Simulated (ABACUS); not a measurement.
HfGe: equation of state with PBE

HfGe:

```
CELL_PARAMETERS angstrom
3.93351 0.00000 0.00000
-1.96675 3.40652 0.00000
0.00000 0.00000 3.50962
ATOMIC_POSITIONS crystal
Hf 0.00000 0.00000 0.50000
Ge 0.33333 0.66667 0.50000
```

The cell was built by a generator and needn't be a form met in nature.

```yaml
Program: ABACUS 3.10.1
Task: equation of state
Functional: PBE
Potentials_or_basis: PseudoDojo NC SR 0.4.1 PBE standard
Cutoff: 1075 eV
Density_cutoff: 4299 eV
Basis: plane waves
k_mesh: 8 × 8 × 8
Occupations: fermi-dirac, width 0.05 eV
Spin: no spin polarisation
```

```
Equilibrium volume : outside the volumes run
```

Energy against volume, from the lowest point:
```
volume (Å³/atom)  energy (meV/atom)
          22.103             667.25
          22.573             530.87
          23.043             405.58
          23.514             290.57
          23.984             185.09
          24.454              88.45
          24.925               0.00
```

All runs of the series together: 72 s on 4 threads of Intel(R) Xeon(R) 6975P-C (Granite Rapids), with other jobs on the host.

Spin-orbit coupling is left out, which matters for the levels of Hf.
